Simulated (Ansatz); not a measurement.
# GeSb4Te4: the cost of one run

Program: Ansatz 0.2.0. Level of theory: DFT PBE, scalar-relativistic, plane waves, PAW. These are calculated values, not measurements.

3 further runs of the same task are left out: 1 that didn't finish, 2 set aside as unsound or not needed. Runs told in other sessions of the task aren't counted.

### 1 The structure to begin with

The structure is trigonal, space group P-3m1 (No. 164). Conventional cell: a = 4.330 Å, b = 4.330 Å, c = 17.649 Å, α = 90.00°, β = 90.00°, γ = 120.00°. Ge (site symmetry -3m) is surrounded by 6 Te at 3.01 Å. Sb (site symmetry 3m) has 3 Sb at 2.94 Å in its first shell of neighbours. Sb (site symmetry 3m) has 6 Te at 3.03 to 3.21 Å in its first shell of neighbours. Te (site symmetry 3m) is surrounded by 3 Ge at 3.01 Å and 3 Sb at 3.21 Å. Around Te (site symmetry 3m) lie 3 Sb at 3.03 Å.

Coordinates:

```xyz
9
Lattice="4.3300 0.0000 0.0000 -2.1650 3.7499 0.0000 0.0000 0.0000 17.6486" Properties=species:S:1:pos:R:3 pbc="T T T"
Ge    0.0000    0.0000    0.0000
Sb    0.0000    2.4999    9.6026
Sb    2.1650    1.2500    8.0460
Sb    2.1650    1.2500   13.9560
Sb    0.0000    2.4999    3.6926
Te    0.0000    2.4999   15.9635
Te    2.1650    1.2500    1.6851
Te    0.0000    0.0000   12.2475
Te    0.0000    0.0000    5.4011
```

It goes back to an entry of the Materials Project, which need not be the stable form.

This cell was relaxed beforehand with the same method: volume 31.84 Å³/atom, gap on the mesh 0.08 eV.

### 2 Zero of energy

Reference values: F = -58153.5260 eV; pressure 0.00 GPa; largest force 0.001 eV/Å; gap on the mesh 0.08 eV. It was computed beforehand with the settings of the runs below.

### 3 Next: biaxial against axial strain

The cell is strained by p along both x and y and by q along z, with fractional coordinates fixed.

### 4 p = -0.080, q = -0.080

Input file input.yaml:

```yaml
crystal:
  lattice:
    - [3.9835859787, 0.0, 0.0]
    - [-1.9917929893, 3.4498866557, 0.0]
    - [0.0, 0.0, 16.2367197583]
  atoms:
    - { symbol: Ge, position: [0.0, 0.0, 0.0] }
    - { symbol: Sb, position: [0.3333333333, 0.6666666667, 0.5440991995] }
    - { symbol: Sb, position: [0.6666666667, 0.3333333333, 0.4559008005] }
    - { symbol: Sb, position: [0.6666666667, 0.3333333333, 0.7907683463] }
    - { symbol: Sb, position: [0.3333333333, 0.6666666667, 0.2092316537] }
    - { symbol: Te, position: [0.3333333333, 0.6666666667, 0.9045184749] }
    - { symbol: Te, position: [0.6666666667, 0.3333333333, 0.0954815251] }
    - { symbol: Te, position: [0.0, 0.0, 0.6939667076] }
    - { symbol: Te, position: [0.0, 0.0, 0.3060332924] }
basis:
  ecutwfc: 420
kpoints:
  mp_grid: { grid: [12, 12, 2] }
hamiltonian:
  xc: pbe
scf:
  occupations: { method: gaussian, width: 0.03 }
output:
  forces: true
  stress: true
  eigenvalues: true
```

Started as:

```
> ansatz run input.yaml --threads 2 --pin off --max-ram 5120MiB --backend cpu --events-out ev --progress --plain --runs-dir out
```

**Question.** How long does this run take on 2 threads of Arm Neoverse V2, shared host, and how much memory does it need?

About 21 s, with a peak of 0.86 GiB.
